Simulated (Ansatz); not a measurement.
## CH4AlClGe, SMILES [Cl][GeH]1[CH2][AlH]1: a rigid scan of one bond length

Program: Ansatz's Python interface.

`scan_ch4alclge.py`:
```python
'''Stretching a bond of CH4AlClGe, the rest held rigid.'''

import ansatz as az
from ase import Atoms
import numpy as np

atoms = Atoms(['Cl', 'Ge', 'C', 'Al', 'H', 'H', 'H', 'H'], positions=[
    [-2.2854, 1.4226, -0.133],
    [-0.5258, 0.5594, -0.9116],
    [0.6808, 0.2267, 0.5354],
    [0.2026, -1.5799, 0.1512],
    [0.2069, 1.2253, -2.1221],
    [0.3661, 0.6497, 1.519],
    [1.7933, 0.4486, 0.2834],
    [-0.3462, -3.0096, 0.6218],
])
geometry = az.Crystal.molecule_from_ase(atoms)

symbols = [site.symbol for site in geometry.cartesian_sites]
start = np.array([site.position_ang for site in geometry.cartesian_sites])
axis = (start[5] - start[2]) / np.linalg.norm(start[5] - start[2])
moving = [5]
lengths, energies = [0.982, 1.027, 1.071, 1.116, 1.161, 1.205, 1.25, 1.317], []
for length in lengths:
    xyz = start.copy()
    xyz[moving] += (length - np.linalg.norm(start[5] - start[2])) * axis
    point = az.Crystal.molecule()
    for symbol, place in zip(symbols, xyz):
        point = point.atom(symbol, place.tolist())
    job = point.calculation()
    job = job.basis(gaussian='def2-SVP').functional('b3lyp', dispersion='d4')
    report = job.run(threads=1).report
    energies.append(report['free_energy_ev'])
    print(f'r = {length:6.3f} A  E = {energies[-1]:.5f} eV  <S^2> = {abs(report["mean_field"]["state"]["spin_squared"]):.3f}')

# quartic fit about the minimum
fit = np.polynomial.Polynomial.fit(lengths, np.array(energies) - min(energies), 4).convert()
roots = [r.real for r in fit.deriv().roots() if abs(r.imag) < 1e-9 and fit.deriv(2)(r.real) > 0]
r_e = min(roots, key=lambda r: abs(r - lengths[int(np.argmin(energies))]))
print(f'minimum of the fit at {r_e:.4f} A, force constant {fit.deriv(2)(r_e):.2f} eV/A^2')
```

```console
$ python scan_ch4alclge.py
r =  0.982 A  E = -76727.33188 eV  <S^2> = 0.000
r =  1.027 A  E = -76727.52732 eV  <S^2> = 0.000
r =  1.071 A  E = -76727.61940 eV  <S^2> = 0.000
r =  1.116 A  E = -76727.63507 eV  <S^2> = 0.000
r =  1.161 A  E = -76727.58975 eV  <S^2> = 0.000
r =  1.205 A  E = -76727.50077 eV  <S^2> = 0.000
r =  1.250 A  E = -76727.37596 eV  <S^2> = 0.000
r =  1.317 A  E = -76727.14782 eV  <S^2> = 0.000
minimum of the fit at 1.1034 A, force constant 32.60 eV/A^2
```

What to keep in mind:
- Total energies depend on the basis set; only differences at equal settings carry meaning.
- The rest of the molecule is held rigid at a force-field or estimated start geometry, and the basis set is modest; single-reference methods fail as a bond breaks.
- b3lyp holds the VWN-RPA fit, as in Gaussian; the form of ORCA and Turbomole is b3lyp5.
- The orbitals are restricted, so S² is zero by construction.
- It ran for 28 s on 1 thread of Arm Neoverse V2 (shared host), peak memory 0.3 GiB.
